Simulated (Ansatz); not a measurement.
# GaH2− (singlet): the correlation ladder, aug-cc-pVDZ

How much of the correlation energy of GaH2− (singlet) does each wave-function method recover here?

Computed with Ansatz 0.2.0, Gaussian basis. Level: aug-cc-pVDZ, core rule «outside noble gas», up to 14 orbitals frozen.

To be run: UHF; CCSD(T) on RHF; CCSD(T) on UHF; BCCD(T) on RHF; CISD; CCSDT(Q) on RHF; CCSDT(Q) on UHF; CASSCF and MRCISD+Q, 6 electrons in 6 orbitals; CASSCF and MRCISD+Q(relaxed), 6 electrons in 6 orbitals; CASSCF and NEVPT2, 6 electrons in 6 orbitals.

33 further runs of the same task are left out: 6 for a known fault of the program, 11 that didn't finish, 16 set aside as unsound or not needed.

### Step 1. The system

The geometry is a PBE0/def2-TZVP stationary point (not a proven minimum) of the parent state, kept for this charge and spin. No spin-orbit coupling is included. The filled d shell of Ga may be among the frozen orbitals whatever the setting's name suggests; the logs give the count.

3 atoms, charge -1, spin multiplicity 1.

Atoms are counted from 1 here; the program's logs count them from 0.

Bond lengths: Ga1–H2 1.593 Å, Ga1–H3 1.593 Å. Angles: H2–Ga1–H3 120.5°.

### Step 2. UHF

in.yaml

```yaml
crystal:
  periodic: [false, false, false]
  atoms:
    - {symbol: Ga, position_ang: [0.000000, -0.022229, 0.000000]}
    - {symbol: H, position_ang: [0.000000, 0.768845, -1.383112]}
    - {symbol: H, position_ang: [0.000000, 0.768845, 1.383112]}
basis:
  gaussian: {orbitals: aug-cc-pVDZ}
total_charge: -1
magnetization: {spin_polarized: true, initial_magnetization: 0}
hamiltonian: {xc: hf}
output: {orbitals: {seedname: orbitals}}
```

Command:

```bash
$ ansatz run in.yaml --threads 1 --pin off --events-out ev --progress --plain --max-ram 2393MiB
```

After this run come: CCSD(T) on RHF; CCSD(T) on UHF; BCCD(T) on RHF; CISD; CCSDT(Q) on RHF; CCSDT(Q) on UHF; CASSCF and MRCISD+Q, 6 electrons in 6 orbitals; CASSCF and MRCISD+Q(relaxed), 6 electrons in 6 orbitals; CASSCF and NEVPT2, 6 electrons in 6 orbitals.

**Question.** What will the summary of the whole plan be? Wanted: RCCSDT(Q) below the RHF energy; RMP2 from RCCSDT(Q); UMP2 from RCCSDT(Q); RCCSD from RCCSDT(Q); RCCSD(T) from RCCSDT(Q); UCCSD(T) from RCCSDT(Q); UCCSDT(Q) from RCCSDT(Q); NEVPT2 valence from RCCSDT(Q); MRCISD+Q valence from RCCSDT(Q).

The runs gave:

| quantity | value |
| --- | --- |
| RCCSDT(Q) below the RHF energy | -3.0382 eV |
| RMP2 from RCCSDT(Q) | +18.19 kcal/mol |
| UMP2 from RCCSDT(Q) | +19.28 kcal/mol |
| RCCSD from RCCSDT(Q) | +2.20 kcal/mol |
| RCCSD(T) from RCCSDT(Q) | +0.54 kcal/mol |
| UCCSD(T) from RCCSDT(Q) | +0.93 kcal/mol |
| UCCSDT(Q) from RCCSDT(Q) | +0.07 kcal/mol |
| NEVPT2 valence from RCCSDT(Q) | +16.12 kcal/mol |
| MRCISD+Q valence from RCCSDT(Q) | -0.16 kcal/mol |
| MRCISD+Q(relaxed) valence from RCCSDT(Q) | -0.75 kcal/mol |
| levels within 1 kcal/mol (43 meV) | RCCSD(T), UCCSD(T), BCCD(T), RCCSDT, UCCSDT, UCCSDT(Q), MRCISD+Q valence, MRCISD+Q(relaxed) valence |
| T1 diagnostic | 0.015 |
| effectively unpaired electrons | 0.09 |

In words: RCCSD(T) misses by +0.54 kcal/mol, 0.8 % of the correlation energy. One determinant dominates. Of the multireference levels listed MRCISD+Q valence comes nearest in total energy (-0.16 kcal/mol), which doesn't show that its space is the better one. These misses are within one basis, not against nature.
